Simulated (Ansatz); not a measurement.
# C₂H₈GeO₂: up Jacob's ladder to CCSD(T)

One table from this session's results is given with a row withheld; the runs are named, their logs left out.

The runs use Ansatz 0.2.0, Gaussian basis; functionals in def2-TZVPP, the program's frozen cores in correlated methods.

The runs, in order: LDA (SPW92), PBE-D4, revPBE-D4, BLYP-D4, r2SCAN-D4, B97M-V, PBE0-D4, B3LYP-D4, r2SCANh-D4, r2SCAN0-D4, HSE06-D4, BHLYP-D4, CAM-B3LYP-D4, LC-ωPBE, ωB97X-V, ωB97M-V, B2PLYP, PBE-QIDH; CCSD(T)/def2-SVP; CCSD(T)/def2-TZVPP; MP2/def2-QZVPP; extrapolation to the limit; RPA on PBE.

### The relaxed structure

The geometry comes from an earlier relaxation with PBE0-D4 in a triple-zeta def2 set; it is a stationary point, not always the lowest conformer.

SMILES `[CH3][Ge]([CH3])([OH])[OH]`, 13 atoms, charge 0, spin multiplicity 1.

Atoms are counted from 1 here; the program's logs count them from 0.

Bond lengths: C1–Ge2 1.936 Å, C1–H6 1.091 Å, C1–H7 1.091 Å, C1–H8 1.091 Å, Ge2–C3 1.936 Å, Ge2–O4 1.785 Å, Ge2–O5 1.785 Å, C3–H9 1.091 Å, C3–H10 1.091 Å, C3–H11 1.091 Å, O4–H12 0.960 Å, O5–H13 0.960 Å. Angles: Ge2–C1–H6 109.8°, Ge2–C1–H7 110.4°, Ge2–C1–H8 110.1°, H6–C1–H7 109.1°, H6–C1–H8 108.4°, H7–C1–H8 109.0°, C1–Ge2–C3 117.1°, C1–Ge2–O4 103.9°, C1–Ge2–O5 111.8°, C3–Ge2–O4 111.8°, C3–Ge2–O5 103.9°, O4–Ge2–O5 108.3°, Ge2–C3–H9 109.8°, Ge2–C3–H10 110.1°, Ge2–C3–H11 110.4°, H9–C3–H10 108.4°, H9–C3–H11 109.1°, H10–C3–H11 109.0° and more.

Coordinates:

```mol
C2H8GeO2
  3D, bonds by distance, orders not assigned

 13 12  0  0  0  0  0  0  0  0999 V2000
   -1.2735    0.5756   -1.1282 C   0  0
   -0.0325    0.0982    0.2796 Ge  0  0
    1.4395   -1.0647   -0.2006 C   0  0
   -1.0701   -0.6288    1.5371 O   0  0
    0.7664    1.5347    0.9757 O   0  0
   -2.0660    1.2068   -0.7235 H   0  0
   -0.7580    1.1168   -1.9224 H   0  0
   -1.7289   -0.3228   -1.5473 H   0  0
    2.0768   -1.2318    0.6688 H   0  0
    2.0411   -0.6039   -0.9853 H   0  0
    1.0648   -2.0249   -0.5570 H   0  0
   -0.5772   -0.8760    2.3226 H   0  0
    0.1383    2.1861    1.2952 H   0  0
  1  2  8  0
  2  3  8  0
  2  4  8  0
  2  5  8  0
  1  6  8  0
  1  7  8  0
  1  8  8  0
  3  9  8  0
  3 10  8  0
  3 11  8  0
  4 12  8  0
  5 13  8  0
M  END
```

The first run:

The input, in.yaml:

```yaml
crystal:
  periodic: [false, false, false]
  atoms:
    - {symbol: C, position_ang: [-1.273547, 0.575647, -1.128154]}
    - {symbol: Ge, position_ang: [-0.032524, 0.098182, 0.279603]}
    - {symbol: C, position_ang: [1.439492, -1.064747, -0.200562]}
    - {symbol: O, position_ang: [-1.070091, -0.628797, 1.537087]}
    - {symbol: O, position_ang: [0.766394, 1.534653, 0.975705]}
    - {symbol: H, position_ang: [-2.065962, 1.206799, -0.723518]}
    - {symbol: H, position_ang: [-0.758027, 1.116811, -1.922438]}
    - {symbol: H, position_ang: [-1.728913, -0.322791, -1.547274]}
    - {symbol: H, position_ang: [2.076789, -1.231806, 0.668833]}
    - {symbol: H, position_ang: [2.041063, -0.603921, -0.985323]}
    - {symbol: H, position_ang: [1.064786, -2.024911, -0.557034]}
    - {symbol: H, position_ang: [-0.577241, -0.875951, 2.322632]}
    - {symbol: H, position_ang: [0.138280, 2.186136, 1.295244]}
basis:
  gaussian: {orbitals: def2-TZVPP}
hamiltonian: {xc: lda}
output: {orbitals: {seedname: orbitals}}
```

Started as:

```sh
ansatz run in.yaml --threads 4 --pin off --events-out ev --progress --plain --max-ram 11315MiB
```

Among the steps run: LDA; PBE-D4 (GGA); revPBE-D4 (GGA); BLYP-D4 (GGA); r2SCAN-D4 (meta-GGA); B97M-V (meta-GGA); PBE0-D4 (hybrid); B3LYP-D4 (hybrid); r2SCANh-D4 (hybrid); r2SCAN0-D4 (hybrid); HSE06-D4 (hybrid); BHLYP-D4 (hybrid); CAM-B3LYP-D4 (range-separated); LC-ωPBE (range-separated); ωB97X-V (range-separated); ωB97M-V (range-separated); B2PLYP (double hybrid); PBE-QIDH (double hybrid).

One of the session's tables, all rows but one given; the rest of the session is left out.

It belongs to the step «Frontier levels by functional». 

| functional | HOMO (eV) | LUMO (eV) | gap (eV) |
| --- | --- | --- | --- |
| LDA (SPW92) | -6.74 | -0.45 | 6.30 |
| PBE-D4 | -6.56 | -0.29 | 6.27 |
| revPBE-D4 | -6.49 | -0.21 | 6.28 |
| BLYP-D4 | ? | ? | ? |
| r2SCAN-D4 | -6.93 | 0.36 | 7.29 |
| B97M-V | -7.02 | -0.10 | 6.92 |
| PBE0-D4 | -8.14 | 0.56 | 8.70 |
| B3LYP-D4 | -7.90 | 0.18 | 8.08 |
| r2SCANh-D4 | -7.52 | 0.63 | 8.15 |
| r2SCAN0-D4 | -8.38 | 1.00 | 9.38 |
| HSE06-D4 | -7.74 | 0.19 | 7.93 |
| BHLYP-D4 | -9.51 | 1.16 | 10.68 |
| CAM-B3LYP-D4 | -9.57 | 1.30 | 10.87 |
| LC-ωPBE | -10.92 | 2.66 | 13.57 |
| ωB97X-V | -10.57 | 2.42 | 12.98 |
| ωB97M-V | -10.46 | 1.99 | 12.44 |

**Question.** Estimate the row for BLYP-D4.

Worked estimate for «HOMO (eV)». Against the share of exact exchange, B3LYP-D4 (0.2, -7.90), BHLYP-D4 (0.5, -9.51) give a slope of -5.37 per unit share; at 0 the line stands at -6.83.

As computed: HOMO (eV): -6.47; LUMO (eV): -0.34; gap (eV): 6.13. In «HOMO (eV)» the line misses by -0.36.
